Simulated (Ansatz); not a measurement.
# SiGeHO (quartet): the correlation ladder, cc-pVTZ

The task here is to estimate one member of a computed series from the others.

Program: Ansatz 0.2.0, Gaussian basis. Level of theory: cc-pVTZ, core rule «outside noble gas», up to 20 orbitals frozen. These are calculated values, not measurements.

To be run: UHF; CCSD(T) on ROHF; CCSD(T) on UHF; BCCD(T) on ROHF; CCSDT(Q) on ROHF; CCSDT(Q) on UHF.

6 further runs of the same task are left out: 1 for a known fault of the program, 5 set aside as unsound or not needed.

### The geometry

The geometry is a PBE0/def2-TZVP stationary point (not a proven minimum). No spin-orbit coupling is included. The filled d shell of Ge may be among the frozen orbitals whatever the setting's name suggests; the logs give the count.

4 atoms, charge 0, spin multiplicity 4.

Atoms are counted from 1 here; the program's logs count them from 0.

Bond lengths: Ge1–O2 1.777 Å, Ge1–H4 1.564 Å, O2–Si3 1.641 Å. Angles: O2–Ge1–H4 115.7°, Ge1–O2–Si3 150.5°.

Geometry (Å):

```xyz
4
charge 0, multiplicity 4
Ge    0.0000    0.0048    1.0212
O     0.0000   -0.3597   -0.7184
Si    0.0000    0.1377   -2.2822
H     0.0000    1.5230    1.3966
```

Set-up of the first run:

in.yaml reads:

```yaml
crystal:
  periodic: [false, false, false]
  atoms:
    - {symbol: Ge, position_ang: [0.000000, 0.004847, 1.021232]}
    - {symbol: O, position_ang: [0.000000, -0.359730, -0.718378]}
    - {symbol: Si, position_ang: [0.000000, 0.137734, -2.282184]}
    - {symbol: H, position_ang: [0.000000, 1.522968, 1.396565]}
basis:
  gaussian: {orbitals: cc-pVTZ}
magnetization: {spin_polarized: true, initial_magnetization: 3}
hamiltonian: {xc: hf}
output: {orbitals: {seedname: orbitals}}
```

On the command line:

```
$ ansatz run in.yaml --threads 1 --pin off --events-out ev --progress --plain --max-ram 4096MiB --backend cpu
```

Steps of the session up to this table: UHF; CCSD(T) on ROHF; CCSD(T) on UHF; BCCD(T) on ROHF; CCSDT(Q) on ROHF; CCSDT(Q) on UHF.

One of the session's tables, all rows but one given; the rest of the session is left out.

```
   method  from UCCSDT(Q) (kcal/mol)
     ROHF                          ?
      UHF                    +268.73
     RMP2                     +27.46
     UMP2                     +27.67
    RCCSD                     +12.93
    UCCSD                     +12.47
 RCCSD(T)                      +1.64
 UCCSD(T)                      +1.35
  BCCD(T)                      +1.49
   RCCSDT                      +1.01
   UCCSDT                      +0.69
RCCSDT(Q)                      +0.44
UCCSDT(Q)                          0
```

Estimate the missing values for ROHF.

**Answer.** from UCCSDT(Q) (kcal/mol): +273.75. In the column «from UCCSDT(Q) (kcal/mol)» it is the highest.

With the free atoms at the same levels and basis (separate runs), the atomisation energy is 9.659 eV at UCCSDT(Q), 9.649 eV at RCCSD(T), 9.646 eV at UCCSD(T), 6.541 eV at ROHF.

Caveats from the session: Restricted and unrestricted rows rest on different reference determinants; where their highest levels disagree by more than a few hundredths of an eV, they describe different states and don't form one ladder.
